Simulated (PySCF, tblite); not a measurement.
# C5H14As2: infrared bands, NMR shifts and electronic excitations in gas and solvents, part 2 of 2

tblite 0.8.0 and PySCF 2.14.0. Atoms count from 0. Earlier steps stand in the parts before.

### 7 Nuclear shieldings: B3LYP/pcSseg-1

Job settings and geometry (Å):

```
{"job": {"kind": "nmr", "xc": "B3LYP", "basis": "pcSseg-1", "pop": false}, "charge": 0, "multiplicity": 1}
C     -1.606535    -1.449071    -0.122296
C     -1.079563    -0.098839    -0.595343
C     -2.214596     0.900067    -0.792590
C      0.036364     0.469935     0.297397
As    -0.655105     0.938360     2.127173
C      1.238024    -0.449168     0.471979
As     1.992221    -1.104173    -1.254995
H     -0.821368    -2.219612    -0.117015
H     -2.024652    -1.382153     0.895471
H     -2.407732    -1.804396    -0.787907
H     -0.618800    -0.261131    -1.589957
H     -2.789215     1.049364     0.136794
H     -2.921646     0.542035    -1.556430
H     -1.837255     1.883025    -1.115477
H      0.380051     1.414850    -0.153114
H      0.680274     1.508391     2.595918
H     -1.172878     2.326810     1.761775
H      0.974519    -1.351544     1.048374
H      2.035127     0.064246     1.026916
H      2.439418     0.278515    -1.727231
H      3.369627    -1.414717    -0.674837
```

Level: GIAO B3LYP/pcSseg-1 NMR shielding, non-relativistic, gas phase.

The log of the run:

```text
coarse grid: 75176 points
cycle   1  E = -4670.2117510136  dE = -1.343e+00  |g| = 1.098e+00  |ddm| = 4.109e+00
cycle   2  E = -4670.1612870978  dE =  5.046e-02  |g| = 9.753e-01  |ddm| = 1.104e+00
cycle   3  E = -4670.2801209821  dE = -1.188e-01  |g| = 2.587e-01  |ddm| = 9.602e-01
cycle   4  E = -4670.2964476468  dE = -1.633e-02  |g| = 8.364e-02  |ddm| = 3.544e-01
cycle   5  E = -4670.2980524839  dE = -1.605e-03  |g| = 1.423e-02  |ddm| = 8.866e-02
cycle   6  E = -4670.2981042002  dE = -5.172e-05  |g| = 2.978e-03  |ddm| = 1.660e-02
cycle   7  E = -4670.2981057784  dE = -1.578e-06  |g| = 1.022e-03  |ddm| = 3.484e-03
final grid: 157400 points
cycle   8  E = -4670.2981176940  dE = -4.582e-08  |g| = 1.382e-03  |ddm| = 4.352e-03
cycle   9  E = -4670.2981173904  dE =  3.036e-07  |g| = 1.901e-03  |ddm| = 3.172e-03
cycle  10  E = -4670.2981180728  dE = -6.824e-07  |g| = 1.239e-04  |ddm| = 1.710e-03
cycle  11  E = -4670.2981180766  dE = -3.793e-09  |g| = 3.389e-05  |ddm| = 1.680e-04
cycle  12  E = -4670.2981180769  dE = -3.183e-10  |g| = 7.422e-06  |ddm| = 4.649e-05
converged SCF energy = -4670.2981180769

GIAO shielding tensors (ppm)
atom      isotropic    diamagn.    paramagn.     s11        s22        s33       span
  0 C      163.859     246.158     -82.300    154.847    156.183    180.546     25.699
  1 C      146.984     245.303     -98.319    142.694    145.715    152.542      9.848
  2 C      152.787     245.680     -92.892    134.223    146.742    177.397     43.174
  3 C      137.027     247.186    -110.159    115.374    137.339    158.368     42.994
  4 As    1607.719    2875.100   -1267.381   1405.577   1580.862   1836.716    431.139
  5 C      154.561     247.784     -93.223    128.768    155.720    179.194     50.426
  6 As    1613.562    2874.195   -1260.633   1436.161   1599.566   1804.958    368.796
  7 H       30.200      30.628      -0.428     24.730     30.541     35.327     10.597
  8 H       30.316      30.211       0.105     25.215     30.877     34.855      9.640
  9 H       30.718      29.056       1.662     26.378     27.917     37.859     11.482
 10 H       29.421      32.570      -3.149     23.631     30.349     34.283     10.651
 11 H       30.564      30.426       0.139     25.970     30.945     34.777      8.807
 12 H       30.282      28.675       1.607     25.782     27.505     37.559     11.777
 13 H       30.459      30.470      -0.011     26.373     27.963     37.040     10.666
 14 H       28.883      34.459      -5.576     24.682     29.366     32.601      7.919
 15 H       29.064      30.295      -1.231     21.652     26.005     39.535     17.883
 16 H       28.035      30.319      -2.284     20.425     24.985     38.696     18.271
 17 H       30.094      31.805      -1.711     25.675     30.959     33.646      7.971
 18 H       29.048      32.107      -3.059     20.407     32.005     34.732     14.326
 19 H       28.646      29.785      -1.139     21.403     25.734     38.802     17.399
 20 H       28.354      28.809      -0.455     21.396     23.966     39.699     18.304
```

Wall time 2.3 min (1 thread of AMD EPYC, shared host); peak memory 1.3 GiB.

This run: δ C3 42.2, C1 32.3, C2 26.4, C5 24.7, H19 2.88, H15 2.83 ppm (means over like atoms).

### 8 Nuclear shieldings: PBE0/pcSseg-1 in methanol

Settings changed since step 7:

```diff
@@ -1,2 +1,2 @@
-{"job": {"kind": "nmr", "xc": "B3LYP", "basis": "pcSseg-1", "pop": false}, "charge": 0, "multiplicity": 1}
+{"job": {"kind": "nmr", "xc": "PBE0", "basis": "pcSseg-1", "solvent": "methanol", "pop": true}, "charge": 0, "multiplicity": 1}
 C     -1.606535    -1.449071    -0.122296
```

With the program's defaults for keys left out, this is: GIAO PBE0/pcSseg-1 NMR shielding, non-relativistic, IEF-PCM methanol.

The log of the run:

```text
coarse grid: 75176 points
cycle   1  E = -4669.3412597942  dE = -1.329e+00  |g| = 1.007e+00  |ddm| = 4.114e+00
cycle   2  E = -4669.3275857237  dE =  1.367e-02  |g| = 7.981e-01  |ddm| = 8.931e-01
cycle   3  E = -4669.3984236237  dE = -7.084e-02  |g| = 1.792e-01  |ddm| = 6.790e-01
cycle   4  E = -4669.4051595858  dE = -6.736e-03  |g| = 5.717e-02  |ddm| = 2.228e-01
cycle   5  E = -4669.4059494452  dE = -7.899e-04  |g| = 7.963e-03  |ddm| = 5.645e-02
cycle   6  E = -4669.4059654157  dE = -1.597e-05  |g| = 1.733e-03  |ddm| = 1.014e-02
cycle   7  E = -4669.4059660269  dE = -6.112e-07  |g| = 6.200e-04  |ddm| = 1.880e-03
final grid: 157400 points
cycle   8  E = -4669.4059949205  dE = -1.400e-07  |g| = 7.550e-04  |ddm| = 3.437e-03
cycle   9  E = -4669.4059948826  dE =  3.790e-08  |g| = 9.125e-04  |ddm| = 1.361e-03
cycle  10  E = -4669.4059950220  dE = -1.393e-07  |g| = 3.936e-05  |ddm| = 6.802e-04
cycle  11  E = -4669.4059950223  dE = -3.411e-10  |g| = 1.730e-05  |ddm| = 6.301e-05
converged SCF energy = -4669.4059950223

GIAO shielding tensors (ppm)
atom      isotropic    diamagn.    paramagn.     s11        s22        s33       span
  0 C      169.825     247.445     -77.620    161.054    162.252    186.169     25.114
  1 C      153.820     245.628     -91.808    149.380    152.400    159.678     10.298
  2 C      159.369     246.937     -87.568    141.488    153.066    183.552     42.063
  3 C      143.896     247.323    -103.427    121.513    145.593    164.582     43.069
  4 As    1677.455    2876.195   -1198.740   1482.473   1654.646   1895.245    412.772
  5 C      161.396     248.029     -86.633    135.173    163.354    185.660     50.486
  6 As    1680.787    2875.180   -1194.393   1502.954   1676.191   1863.217    360.263
  7 H       30.090      30.407      -0.317     24.385     30.372     35.514     11.129
  8 H       30.337      30.236       0.101     25.019     30.867     35.125     10.106
  9 H       30.571      29.219       1.352     26.032     27.589     38.093     12.060
 10 H       29.330      32.411      -3.081     23.328     30.157     34.506     11.178
 11 H       30.491      30.410       0.081     25.670     30.881     34.922      9.252
 12 H       30.138      28.784       1.353     25.367     27.227     37.820     12.453
 13 H       30.310      30.277       0.033     25.965     27.707     37.257     11.291
 14 H       28.640      34.078      -5.438     24.243     28.986     32.689      8.446
 15 H       28.745      30.033      -1.288     21.120     25.498     39.617     18.497
 16 H       27.813      30.095      -2.282     19.989     24.553     38.895     18.906
 17 H       29.793      31.380      -1.587     25.034     30.593     33.753      8.720
 18 H       28.864      31.907      -3.043     19.920     31.727     34.946     15.027
 19 H       28.360      29.459      -1.099     20.904     25.262     38.913     18.009
 20 H       28.083      28.586      -0.503     20.888     23.485     39.876     18.988
```

It took 2.4 min on 1 thread of AMD EPYC, shared host; peak memory 1.4 GiB.

Key values: δ C3 41.6, C1 31.6, C2 26.1, C5 24.1, H19 3.02, H15 2.96 ppm (means over like atoms).

### 9 Shielding tensors: PBE0/pcSseg-1 in water

Settings changed since step 8:

```diff
@@ -1,2 +1,2 @@
-{"job": {"kind": "nmr", "xc": "PBE0", "basis": "pcSseg-1", "solvent": "methanol", "pop": true}, "charge": 0, "multiplicity": 1}
+{"job": {"kind": "nmr", "xc": "PBE0", "basis": "pcSseg-1", "solvent": "water", "pop": false}, "charge": 0, "multiplicity": 1}
 C     -1.606535    -1.449071    -0.122296
```

Method: GIAO PBE0/pcSseg-1 NMR shielding, non-relativistic, IEF-PCM water.

The log of the run:

```text
coarse grid: 75176 points
cycle   1  E = -4669.3414010573  dE = -1.329e+00  |g| = 1.007e+00  |ddm| = 4.114e+00
cycle   2  E = -4669.3278782294  dE =  1.352e-02  |g| = 7.978e-01  |ddm| = 8.927e-01
cycle   3  E = -4669.3986099404  dE = -7.073e-02  |g| = 1.786e-01  |ddm| = 6.769e-01
cycle   4  E = -4669.4052832999  dE = -6.673e-03  |g| = 5.684e-02  |ddm| = 2.215e-01
cycle   5  E = -4669.4060644558  dE = -7.812e-04  |g| = 7.917e-03  |ddm| = 5.600e-02
cycle   6  E = -4669.4060802390  dE = -1.578e-05  |g| = 1.725e-03  |ddm| = 1.011e-02
cycle   7  E = -4669.4060808464  dE = -6.075e-07  |g| = 6.188e-04  |ddm| = 1.887e-03
final grid: 157400 points
cycle   8  E = -4669.4061097350  dE = -1.403e-07  |g| = 7.527e-04  |ddm| = 3.434e-03
cycle   9  E = -4669.4061096978  dE =  3.721e-08  |g| = 9.082e-04  |ddm| = 1.352e-03
cycle  10  E = -4669.4061098357  dE = -1.379e-07  |g| = 3.850e-05  |ddm| = 6.750e-04
cycle  11  E = -4669.4061098361  dE = -3.183e-10  |g| = 1.721e-05  |ddm| = 6.215e-05
converged SCF energy = -4669.4061098361

GIAO shielding tensors (ppm)
atom      isotropic    diamagn.    paramagn.     s11        s22        s33       span
  0 C      169.834     247.461     -77.627    161.057    162.258    186.188     25.131
  1 C      153.814     245.628     -91.814    149.381    152.377    159.682     10.301
  2 C      159.391     246.947     -87.555    141.517    153.078    183.579     42.062
  3 C      143.869     247.324    -103.454    121.448    145.625    164.535     43.087
  4 As    1677.814    2876.219   -1198.404   1482.874   1655.079   1895.490    412.616
  5 C      161.384     248.032     -86.649    135.131    163.365    185.655     50.524
  6 As    1681.061    2875.200   -1194.139   1503.159   1676.555   1863.468    360.309
  7 H       30.089      30.412      -0.323     24.384     30.371     35.513     11.129
  8 H       30.341      30.245       0.096     25.023     30.873     35.128     10.105
  9 H       30.571      29.222       1.349     26.032     27.588     38.092     12.060
 10 H       29.331      32.415      -3.084     23.329     30.156     34.507     11.178
 11 H       30.492      30.413       0.079     25.669     30.883     34.923      9.253
 12 H       30.138      28.786       1.352     25.365     27.227     37.820     12.455
 13 H       30.306      30.277       0.029     25.960     27.704     37.255     11.295
 14 H       28.633      34.073      -5.440     24.237     28.977     32.684      8.447
 15 H       28.739      30.032      -1.293     21.113     25.489     39.616     18.504
 16 H       27.811      30.096      -2.286     19.986     24.548     38.898     18.912
 17 H       29.788      31.378      -1.590     25.025     30.588     33.749      8.724
 18 H       28.860      31.904      -3.044     19.915     31.721     34.943     15.028
 19 H       28.355      29.459      -1.104     20.899     25.254     38.914     18.015
 20 H       28.080      28.584      -0.504     20.883     23.479     39.878     18.995
```

It took 2.4 min on 1 thread of AMD EPYC, shared host; peak memory 1.4 GiB.

This run: δ C3 41.6, C1 31.7, C2 26.1, C5 24.1, H19 3.02, H15 2.96 ppm (means over like atoms).

### 10 Comparing the runs: NMR shifts

Shifts (ppm) of some atoms, chosen among heavy atoms and hydrogens apart, with basis size and wall time:

| run | C3 | C1 | C5 | H14 | H17 | As4 | As6 | functions | time |
| --- | --- | --- | --- | --- | --- | --- | --- | --- | --- |
| PBE0/pcSseg-1 | 39.6 | 30.4 | 22.8 | 2.47 | 1.29 | 242 | 236 | 237 | 2.4 min |
| B3LYP/pcSseg-1 | 42.2 | 32.3 | 24.7 | 2.50 | 1.29 | 256 | 250 | 237 | 2.3 min |
| PBE0/pcSseg-1 in methanol | 41.6 | 31.6 | 24.1 | 2.60 | 1.45 | 238 | 235 | 237 | 2.4 min |
| PBE0/pcSseg-1 in water | 41.6 | 31.7 | 24.1 | 2.61 | 1.45 | 238 | 235 | 237 | 2.4 min |

The continuum's effect on the ground state:

| solvent | ε | polarisation energy (Eh) | μ (D) |
| --- | --- | --- | --- |
| methanol | 32.61 | -0.0039 | 1.01 |
| water | 78.36 | -0.0041 | 1.03 |

### 11 What came out

The summary covers parts 1 to 2.

```
                                                              quantity                                               value
                             strongest single infrared mode (GFN2-xTB)                              1912 cm⁻¹, 1235 km/mol
                                          zero-point energy (GFN2-xTB)                                      104.4 kcal/mol
                                                           point group                                                  C1
                                  rotational constants (main isotopes)                                1.74, 0.52, 0.44 GHz
                                ¹³C shifts against TMS (PBE0/pcSseg-1)                    39.6, 30.4, 25.7, 22.8, 14.9 ppm
¹H shifts against TMS (PBE0/pcSseg-1, means over atoms taken as alike)  2.97, 2.91, 2.47, 2.30, 1.94, 1.29, 0.95, 0.92 ppm
                              ⁷⁵As shifts against AsH3 (PBE0/pcSseg-1)                                        242, 236 ppm
                                  lowest singlet (CAM-B3LYP/def2-SVPD)                         6.07 eV (204 nm), f = 0.055
                              brightest single state of those computed                         state 5, 6.69 eV, f = 0.265
                                                        lowest triplet                                             5.28 eV
                                     vertical ionisation energy (ΔSCF)                                             8.76 eV
                        range of the shift of As4 (PBE0/pcSseg-1 runs)                                      238 to 242 ppm
```

**Reading.** Relaxing lowered the energy by 0.267 eV in 95 steps; the close pair that moved most is As4–H16, from 1.568 to 1.504 Å (GFN2-xTB). All 57 modes are real, so the xTB geometry is a minimum. The strongest single mode, at 1912 cm⁻¹, moves mainly H19. Unscaled tight-binding wavenumbers are off by several per cent, some by more. Its intensities can rank the bands wrongly. Over 6 steps the energy fell by 0.162 eV; of the close pairs, As6–H20 changed most, 1.474 to 1.527 Å (PBE0/def2-SVP). At PBE0/pcSseg-1: Shielding is most anisotropic at As4 (span 416 ppm, paramagnetic term -1207 ppm). The lowest singlet, at 6.07 eV, is HOMO→LUMO 0.85 and is bright; of the 10 states computed, the strongest absorption comes from state 5 at 6.69 eV. The lowest triplet lies 0.79 eV below the lowest singlet (triplets in Tamm-Dancoff, singlets in full TDDFT). The orbital energy would give 8.07 eV for ionisation, ΔSCF gives 8.76 eV. At one level, PBE0/pcSseg-1: In ppm, As4 moves most: its shift spreads over 4 ppm, from 238 (PBE0/pcSseg-1 in water) to 242 (PBE0/pcSseg-1). The continuum holds electrostatics alone: no hydrogen bonds to the solvent, and the gas-phase geometry is kept. Spin-orbit coupling is left out, which matters for shieldings and couplings at and beside the heavy atoms.
